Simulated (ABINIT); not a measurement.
# BiTe (Fm-3m) in ABINIT: further runs, part 2 of 2

ABINIT 10.8.3 (patched build). Earlier steps stand in the parts before.

### 5 Relaxation of cell and atoms, PBE, target pressure 20 GPa, at which the enthalpy is minimised

run.abi reads:

```
# Pseudopotentials
pp_dirpath "./"
pseudos "Bi.GGA_PBE-JTH.xml, Te.GGA_PBE-JTH.xml"

# Structure
acell 3*1.0
rprim
     0.0000000000     6.1132640132     6.1132640132
     6.1132640132     0.0000000000     6.1132640132
     6.1132640132     6.1132640132     0.0000000000
ntypat 2
znucl 83 52
natom 2
typat 1 2
xred
     0.0000000000     0.0000000000     0.0000000000
     0.5000000000     0.5000000000     0.5000000000
chkprim 0
chksymtnons 0
tolsym 1.0e-6

# Plane-wave basis
ecut 22.0
pawecutdg 44.0
pawxcdev 0

# k points
kptopt 1
ngkpt 7 7 7
nshiftk 1
shiftk 0.0 0.0 0.0

# Exchange and correlation
ixc 11

# Bands and occupations
nband 15
occopt 3
tsmear 0.05 eV

# SCF cycle
nstep 100
tolvrs 1.0e-9

# Output
iomode 3
prtwf 0
prtden 0
prteig 0
prtebands 0
enunit 1

# Relaxation
ionmov 2
ntime 60
tolmxf 5.0e-5
optcell 2
dilatmx 1.08
ecutsm 0.5
strtarget 3*-6.797862e-04 3*0.0
```

Potentials or basis: JTH PAW PBE v2.0.

The run is started by

```console
$ abinit run.abi > log 2>&1
```

run.abo:

```text
.Version 10.8.3 of ABINIT
 Symmetries : space group Fm -3 m (#225); Bravais cF (face-center cubic)
================================================================================
 Values of the parameters that define the memory need of the present run
     intxc =       0    ionmov =       2      iscf =      17    lmnmax =      18
     lnmax =       6     mgfft =      40  mpssoang =       3    mqgrid =    3001
     natom =       2  nloc_mem =       2    nspden =       1   nspinor =       1
    nsppol =       1      nsym =      48    n1xccc =       1    ntypat =       2
    occopt =       3   xclevel =       2
       mpw =        2858          nfft =       64000          nkpt =          20
 PAW method is used; the additional fine FFT grid is defined by:
   mgfftf=        60    nfftf =    216000
================================================================================
================================================================================

--------------------------------------------------------------------------------
------------- Echo of variables that govern the present computation ------------
--------------------------------------------------------------------------------
 -outvars: echo values of preprocessed input variables --------
            acell      1.0000000000E+00  1.0000000000E+00  1.0000000000E+00 Bohr
              amu      2.08980370E+02  1.27600000E+02
          chkprim           0
      chksymtnons           0
          dilatmx      1.08000000E+00
             ecut      2.20000000E+01 Hartree
           ecutsm      5.00000000E-01 Hartree
           enunit           1
           ionmov           2
              ixc          11
         kptrlatt        7    0    0      0    7    0      0    0    7
          kptrlen      6.05182261E+01
            natom           2
            nband          15
            ngfft          40      40      40
          ngfftdg          60      60      60
             nkpt          20
            nstep         100
             nsym          48
            ntime          60
           ntypat           2
           occopt           3
          optcell           2
        pawecutdg      4.40000000E+01 Hartree
         pawxcdev           0
           prtden           0
        prtebands           0
           prteig           0
            prtwf           0
            rprim      0.0000000000E+00  6.1132640132E+00  6.1132640132E+00
                       6.1132640132E+00  0.0000000000E+00  6.1132640132E+00
                       6.1132640132E+00  6.1132640132E+00  0.0000000000E+00
          spgroup         225
        strtarget     -6.79786200E-04 -6.79786200E-04 -6.79786200E-04
                       0.00000000E+00  0.00000000E+00  0.00000000E+00
           tolsym      1.00000000E-06
           tolvrs      1.00000000E-09
           tsmear      1.83746611E-03 Hartree
            typat      1  2
           useylm           1
           xangst      0.0000000000E+00  0.0000000000E+00  0.0000000000E+00
                       3.2349999978E+00  3.2349999978E+00  3.2349999978E+00
            xcart      0.0000000000E+00  0.0000000000E+00  0.0000000000E+00
                       6.1132640132E+00  6.1132640132E+00  6.1132640132E+00
             xred      0.0000000000E+00  0.0000000000E+00  0.0000000000E+00
                       5.0000000000E-01  5.0000000000E-01  5.0000000000E-01
            znucl       83.00000   52.00000

================================================================================

 chkinp: Checking input parameters for consistency.

================================================================================
== DATASET  1 ==================================================================
[... 451 lines left out ...]
  0.00000000000000E+00 -6.44011693468824E-04  0.00000000000000E+00
  0.00000000000000E+00  0.00000000000000E+00 -6.44011693468831E-04
 Total energy (etotal) [Ha]= -8.04552161246702E+01

 Difference of energy with previous step (new-old):
           Absolute (Ha)=-1.41994E-02
           Relative     =-1.76504E-04

--- Iteration: ( 5/60) Internal Cycle: (1/1)
--------------------------------------------------------------------------------

---SELF-CONSISTENT-FIELD CONVERGENCE--------------------------------------------
[... 188 lines left out ...]
 Difference of energy with previous step (new-old):
           Absolute (Ha)= 1.08738E-04
           Relative     = 1.35157E-06

 At Broyd/MD step   6, gradients are converged :
  max grad (force/stress) = 3.0753E-06 < tolmxf= 5.0000E-05 ha/bohr (free atoms)

================================================================================

 ----iterations are completed or convergence reached----

 Mean square residual over all n,k,spin=   79.649E-08; max=  23.895E-05
 reduced coordinates (array xred) for    2 atoms
       0.000000000000      0.000000000000      0.000000000000
       0.500000000000      0.500000000000      0.500000000000
 rms dE/dt=  0.0000E+00; max dE/dt=  0.0000E+00; dE/dt below (all hartree)
    1       0.000000000000      0.000000000000      0.000000000000
    2       0.000000000000      0.000000000000      0.000000000000

 cartesian coordinates (angstrom) at end:
    1      0.00000000000000     0.00000000000000     0.00000000000000
    2      2.99736176294907     2.99736176294907     2.99736176294907

 cartesian forces (hartree/bohr) at end:
    1     -0.00000000000000    -0.00000000000000    -0.00000000000000
    2     -0.00000000000000    -0.00000000000000    -0.00000000000000
 frms,max,avg= 0.0000000E+00 0.0000000E+00   0.000E+00  0.000E+00  0.000E+00 h/b

 cartesian forces (eV/Angstrom) at end:
    1     -0.00000000000000    -0.00000000000000    -0.00000000000000
    2     -0.00000000000000    -0.00000000000000    -0.00000000000000
 frms,max,avg= 0.0000000E+00 0.0000000E+00   0.000E+00  0.000E+00  0.000E+00 e/A
 length scales=  8.010378323253  8.010378323253  8.010378323253 bohr
              =  4.238909656501  4.238909656501  4.238909656501 angstroms
 Fermi (or HOMO) energy (eV) =   1.67988   Average Vxc (eV)= -10.09879
 Eigenvalues (   eV  ) for nkpt=  20  k points:
 kpt#   1, nband= 15, wtk=  0.00292, kpt=  0.0000  0.0000  0.0000 (reduced coord)
 -21.79806  -21.79806  -21.77985  -21.77985  -21.77985  -13.84080   -5.57429   -1.65718
  -1.65718   -1.65718    4.29594    4.29594    4.29594    5.90059    5.90059
 prteigrs : prtvol=0 or 1, do not print more k-points.

--- !EnergyTerms
iteration_state     : {dtset: 1, itime: 6, icycle: 1, }
comment             : Components of total free energy in Hartree
kinetic             :  7.37262919042146E+00
hartree             :  2.05598441975762E+01
xc                  : -6.74251885823619E+00
Ewald energy        : -6.14739364401623E+01
psp_core            :  7.98103706031198E+00
local_psp           : -6.67586563776522E+01
PAW spherical_terms :  1.86089158022928E+01
internal            : -8.04526854254483E+01
'-kT*entropy'       : -5.05428764704557E-04
total_energy        : -8.04531908542130E+01
total_energy_eV     : -2.18924285105562E+03
...

--- !EnergyTermsDC
iteration_state     : {dtset: 1, itime: 6, icycle: 1, }
comment             : '"Double-counting" decomposition of free energy'
band_energy         : -1.00554974893626E+01
Ewald energy        : -6.14739364401623E+01
psp_core            :  7.98103706031198E+00
xc_dc               : -2.12538661008743E+01
PAW spherical_terms :  4.34958658761461E+00
internal            : -8.04526763824726E+01
'-kT*entropy'       : -5.05428764704557E-04
total_energy_dc     : -8.04531818112373E+01
total_energy_dc_eV  : -2.18924260498371E+03
...

--- !EnergyTermsWithPAWCore
iteration_state     : {dtset: 1, itime: 6, icycle: 1, }
comment             : 'Components of total free energy, including PAW core contributions'
Total energy        : -2.83254867944902E+04
Total energy DC     : -2.83254867854472E+04
Total energy (eV)   : -7.70775761770306E+05
Total energy DC (eV): -7.70775761524234E+05
...

 Cartesian components of stress tensor (hartree/bohr^3)
  sigma(1 1)= -6.79816953E-04  sigma(3 2)=  0.00000000E+00
  sigma(2 2)= -6.79816953E-04  sigma(3 1)=  0.00000000E+00
  sigma(3 3)= -6.79816953E-04  sigma(2 1)=  0.00000000E+00

-Cartesian components of stress tensor (GPa)         [Pressure=  2.0001E+01 GPa]
- sigma(1 1)= -2.00009053E+01  sigma(3 2)=  0.00000000E+00
- sigma(2 2)= -2.00009053E+01  sigma(3 1)=  0.00000000E+00
- sigma(3 3)= -2.00009053E+01  sigma(2 1)=  0.00000000E+00

== END DATASET(S) ==============================================================
================================================================================

 -outvars: echo values of variables after computation  --------
            acell      8.0103783233E+00  8.0103783233E+00  8.0103783233E+00 Bohr
           etotal     -8.0453181811E+01
            fcart     -0.0000000000E+00 -0.0000000000E+00 -0.0000000000E+00
                      -0.0000000000E+00 -0.0000000000E+00 -0.0000000000E+00
            rprim      0.0000000000E+00  7.0710678119E-01  7.0710678119E-01
                       7.0710678119E-01  0.0000000000E+00  7.0710678119E-01
                       7.0710678119E-01  7.0710678119E-01  0.0000000000E+00
           strten     -6.7981695296E-04 -6.7981695296E-04 -6.7981695296E-04
                       0.0000000000E+00  0.0000000000E+00  0.0000000000E+00
           xangst      0.0000000000E+00  0.0000000000E+00  0.0000000000E+00
                       2.9973617629E+00  2.9973617629E+00  2.9973617629E+00
             xred      0.0000000000E+00  0.0000000000E+00  0.0000000000E+00
                       5.0000000000E-01  5.0000000000E-01  5.0000000000E-01
 Calculation completed.
```

It took 2.6 min on 1 thread of Arm Neoverse V2, shared host; peak memory 0.18 GiB.

Results:

```yaml
Free_energy: -2189.2426 eV
Relaxed_volume: 26.93 Å³/atom
Relaxed_cell: a = 4.239 Å, b = 4.239 Å, c = 4.239 Å, α = 60.00°, β = 60.00°, γ = 60.00°
Space_group_after_relaxing_to_0.05_Å: Fm-3m (No. 225)
Energy_change_on_relaxing_the_enthalpy_is_what_falls: +372.9 meV/atom
Ionic_steps: 6
Pressure_after_relaxing: 20.0 GPa
Band_gap_on_the_k_mesh: none (metal or under the smearing width)
Valence_electrons_inside_the_program's_atomic_spheres: Bi 12.25; Te 3.18
```

The path:
| step | energy change (eV) | largest force (eV/Å) | pressure (GPa) | volume (Å³) |
| --- | --- | --- | --- | --- |
| 1 | 0.0000 | 0.0000 | 0.84 | 67.71 |
| 2 | 0.0596 | 0.0000 | 4.24 | 63.82 |
| 3 | 1.0769 | 0.0000 | 26.10 | 51.55 |
| 4 | 0.6905 | 0.0000 | 18.95 | 54.31 |
| 5 | 0.7429 | 0.0000 | 19.94 | 53.88 |
| 6 | 0.7459 | 0.0000 | 20.00 | 53.86 |

Final structure:
```
Bi Te
1.0
     0.00000    2.99736    2.99736
     2.99736    0.00000    2.99736
     2.99736    2.99736    0.00000
Bi Te
1 1
Direct
  0.00000 0.00000 0.00000
  0.50000 0.50000 0.50000
```

Caveat: the volume moved by over 15 % at a fixed basis, so the end points are rough; spin-orbit coupling is left out, which moves the levels of the heavy elements.

### 6 Relaxation of cell and atoms, PBE, target pressure 30 GPa, at which the enthalpy is minimised

run.abi, as its differences from that of step 5:

```diff
@@ -59,2 +59,2 @@
 ecutsm 0.5
-strtarget 3*-6.797862e-04 3*0.0
+strtarget 3*-1.019679e-03 3*0.0
```

Potentials or basis: JTH PAW PBE v2.0.

The run is started by

```console
$ abinit run.abi > log 2>&1
```

run.abo:

```text
.Version 10.8.3 of ABINIT
 Symmetries : space group Fm -3 m (#225); Bravais cF (face-center cubic)
================================================================================
 Values of the parameters that define the memory need of the present run
     intxc =       0    ionmov =       2      iscf =      17    lmnmax =      18
     lnmax =       6     mgfft =      40  mpssoang =       3    mqgrid =    3001
     natom =       2  nloc_mem =       2    nspden =       1   nspinor =       1
    nsppol =       1      nsym =      48    n1xccc =       1    ntypat =       2
    occopt =       3   xclevel =       2
       mpw =        2858          nfft =       64000          nkpt =          20
 PAW method is used; the additional fine FFT grid is defined by:
   mgfftf=        60    nfftf =    216000
================================================================================
================================================================================

--------------------------------------------------------------------------------
[... 799 lines left out ...]
- sigma(1 1)= -3.00031389E+01  sigma(3 2)=  0.00000000E+00
- sigma(2 2)= -3.00031389E+01  sigma(3 1)=  0.00000000E+00
- sigma(3 3)= -3.00031389E+01  sigma(2 1)=  0.00000000E+00

== END DATASET(S) ==============================================================
================================================================================

 -outvars: echo values of variables after computation  --------
            acell      7.8297936198E+00  7.8297936198E+00  7.8297936198E+00 Bohr
           etotal     -8.0432990776E+01
            fcart     -0.0000000000E+00 -0.0000000000E+00 -0.0000000000E+00
                      -0.0000000000E+00 -0.0000000000E+00 -0.0000000000E+00
            rprim      0.0000000000E+00  7.0710678119E-01  7.0710678119E-01
                       7.0710678119E-01  0.0000000000E+00  7.0710678119E-01
                       7.0710678119E-01  7.0710678119E-01  0.0000000000E+00
           strten     -1.0197859647E-03 -1.0197859647E-03 -1.0197859647E-03
                       0.0000000000E+00  0.0000000000E+00  0.0000000000E+00
           xangst      0.0000000000E+00  0.0000000000E+00  0.0000000000E+00
                       2.9297897129E+00  2.9297897129E+00  2.9297897129E+00
             xred      0.0000000000E+00  0.0000000000E+00  0.0000000000E+00
                       5.0000000000E-01  5.0000000000E-01  5.0000000000E-01
 Calculation completed.
```

It took 2.6 min on 1 thread of Arm Neoverse V2, shared host; peak memory 0.19 GiB.

Results:

```
Free energy                                            : -2188.6932 eV
Relaxed volume                                         : 25.15 Å³/atom
Relaxed cell                                           : a = 4.143 Å, b = 4.143 Å, c = 4.143 Å, α = 60.00°, β = 60.00°, γ = 60.00°
Space group after relaxing (to 0.05 Å)                 : Fm-3m (No. 225)
Energy change on relaxing (the enthalpy is what falls) : +647.7 meV/atom
Ionic steps                                            : 6
Pressure after relaxing                                : 30.0 GPa
Band gap on the k mesh                                 : none (metal or under the smearing width)
Valence electrons inside the program's atomic spheres  : Bi 12.30; Te 3.23
```

The path:
```csv
step,energy change (eV),largest force (eV/Å),pressure (GPa),volume (Å³)
1,0.0000,0.0000,0.84,67.71
2,0.1248,0.0000,6.42,61.85
3,2.0035,0.0000,42.27,47.13
4,1.1615,0.0000,27.62,51.04
5,1.2857,0.0000,29.83,50.35
6,1.2953,0.0000,30.00,50.30
```

Final structure:
```
Bi Te
1.0
     0.00000    2.92979    2.92979
     2.92979    0.00000    2.92979
     2.92979    2.92979    0.00000
Bi Te
1 1
Cartesian
  0.0000 0.0000 0.0000
  2.9298 2.9298 2.9298
```

Caveat: the volume moved by over 15 % at a fixed basis, so the end points are rough; spin-orbit coupling is left out, which moves the levels of the heavy elements.

### 7 Summary

```csv
cell,gap on the mesh (eV),pressure (GPa)
relaxed,none,0.0
relaxed to 5 GPa,none,5.0
relaxed to 10 GPa,none,10.0
relaxed to 20 GPa,none,20.0
relaxed to 30 GPa,none,30.0
```

Alike in all rows: task relaxation of cell and atoms; level PBE; potentials or basis JTH PAW PBE v2.0; no spin polarisation; k mesh 7 × 7 × 7; cutoff (eV) 599; smearing fermi-dirac 0.05 eV.

Caveats: spin-orbit coupling is left out, which moves the levels of the heavy elements; the volume moved by over 15 % at a fixed basis, so the end points are rough (some runs).

Total energies depend on the potentials used, so only differences within one code and one set of settings carry meaning.
